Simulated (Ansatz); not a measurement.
**C3H10ClHfNOS: a ladder of functionals and wavefunction methods**

One table from this session's results is given with a row withheld; the runs are named, their logs left out.

Program: Ansatz 0.2.0, Gaussian basis. Level of theory: functionals in def2-TZVPP, the program's frozen cores in correlated methods. These are calculated values, not measurements.

Plan: LDA (SPW92), PBE-D4, revPBE-D4, BLYP-D4, r2SCAN-D4, B97M-V, PBE0-D4, B3LYP-D4, r2SCANh-D4, r2SCAN0-D4, HSE06-D4, BHLYP-D4, CAM-B3LYP-D4, LC-ωPBE, ωB97X-V, ωB97M-V, B2PLYP, PBE-QIDH; CCSD(T)/def2-SVP; MP2/def2-TZVPP; MP2/def2-QZVPP; RPA on PBE.

2 further runs of the same task are left out: 2 that didn't finish.

## The relaxed structure

An earlier PBE0-D4 in a triple-zeta def2 set relaxation fixed the geometry. Hf takes the def2 core potential; no spin-orbit term is included.

SMILES `C[O][Hf]([SH])([Cl])[N](C)C`, 18 atoms, charge 0, spin multiplicity 1.

Atoms are counted from 1 here; the program's logs count them from 0.

Bond lengths: C1–O2 1.392 Å, C1–H9 1.094 Å, C1–H10 1.094 Å, C1–H11 1.094 Å, O2–Hf3 1.897 Å, Hf3–S4 2.463 Å, Hf3–Cl5 2.379 Å, Hf3–N6 2.001 Å, S4–H12 1.347 Å, N6–C7 1.448 Å, N6–C8 1.440 Å, C7–H13 1.098 Å, C7–H14 1.098 Å, C7–H15 1.098 Å, C8–H16 1.098 Å, C8–H17 1.099 Å, C8–H18 1.091 Å. Angles: O2–C1–H9 110.2°, O2–C1–H10 110.3°, O2–C1–H11 110.6°, H9–C1–H10 108.7°, H9–C1–H11 108.5°, H10–C1–H11 108.5°, C1–O2–Hf3 171.7°, O2–Hf3–S4 111.6°, O2–Hf3–Cl5 112.3°, O2–Hf3–N6 107.3°, S4–Hf3–Cl5 111.4°, S4–Hf3–N6 102.7°, Cl5–Hf3–N6 111.1°, Hf3–S4–H12 93.4°, Hf3–N6–C7 114.8°, Hf3–N6–C8 131.8°, C7–N6–C8 113.3°, N6–C7–H13 111.4° and more.

Set-up of the first run:

Contents of in.yaml:

```yaml
crystal:
  periodic: [false, false, false]
  atoms:
    - {symbol: C, position_ang: [-2.051981, 2.307122, 0.965249]}
    - {symbol: O, position_ang: [-1.145227, 1.543115, 0.236363]}
    - {symbol: Hf, position_ang: [-0.084516, 0.530789, -0.966647]}
    - {symbol: S, position_ang: [-1.474371, -0.816913, -2.489243]}
    - {symbol: Cl, position_ang: [1.456268, 1.886323, -2.170125]}
    - {symbol: N, position_ang: [0.866799, -0.862980, 0.108534]}
    - {symbol: C, position_ang: [1.853373, -1.629066, -0.624768]}
    - {symbol: C, position_ang: [0.772049, -1.235612, 1.496766]}
    - {symbol: H, position_ang: [-1.520192, 3.033378, 1.587071]}
    - {symbol: H, position_ang: [-2.654071, 1.664232, 1.614420]}
    - {symbol: H, position_ang: [-2.724773, 2.849819, 0.294556]}
    - {symbol: H, position_ang: [-1.902877, 0.258313, -3.178619]}
    - {symbol: H, position_ang: [1.615130, -2.700429, -0.615997]}
    - {symbol: H, position_ang: [2.860119, -1.494864, -0.208064]}
    - {symbol: H, position_ang: [1.894317, -1.317384, -1.676436]}
    - {symbol: H, position_ang: [0.486023, -2.290319, 1.606422]}
    - {symbol: H, position_ang: [1.731377, -1.098147, 2.014199]}
    - {symbol: H, position_ang: [0.022551, -0.627375, 2.006320]}
basis:
  gaussian: {orbitals: def2-TZVPP}
hamiltonian: {xc: lda}
output: {orbitals: {seedname: orbitals}}
```

Among the steps run: LDA; PBE-D4 (GGA); revPBE-D4 (GGA); BLYP-D4 (GGA); r2SCAN-D4 (meta-GGA); B97M-V (meta-GGA); PBE0-D4 (hybrid); B3LYP-D4 (hybrid); r2SCANh-D4 (hybrid); r2SCAN0-D4 (hybrid); HSE06-D4 (hybrid); BHLYP-D4 (hybrid); CAM-B3LYP-D4 (range-separated); LC-ωPBE (range-separated); ωB97X-V (range-separated); ωB97M-V (range-separated); B2PLYP (double hybrid); PBE-QIDH (double hybrid).

One table of the session follows, with a row left open; its other results are not shown here.

It belongs to the step «Orbital energies across the functionals». 

| functional | HOMO (eV) | gap (eV) |
| --- | --- | --- |
| LDA (SPW92) | -5.79 | 4.15 |
| PBE-D4 | -5.66 | 4.25 |
| revPBE-D4 | -5.60 | 4.28 |
| BLYP-D4 | -5.53 | 4.27 |
| r2SCAN-D4 | -5.88 | 4.69 |
| B97M-V | -5.98 | 4.79 |
| PBE0-D4 | ? | ? |
| B3LYP-D4 | -6.69 | 5.93 |
| r2SCANh-D4 | -6.35 | 5.46 |
| r2SCAN0-D4 | -7.06 | 6.64 |
| HSE06-D4 | -6.50 | 5.57 |
| BHLYP-D4 | -8.06 | 8.50 |
| CAM-B3LYP-D4 | -8.23 | 8.79 |
| LC-ωPBE | -9.56 | 11.26 |
| ωB97X-V | -9.24 | 10.76 |
| ωB97M-V | -9.15 | 10.25 |

Estimate the missing values for PBE0-D4.

As computed: HOMO (eV): -6.90; gap (eV): 6.34. In the column «HOMO (eV)» it lies between r2SCAN0-D4 (-7.06) and B3LYP-D4 (-6.69).
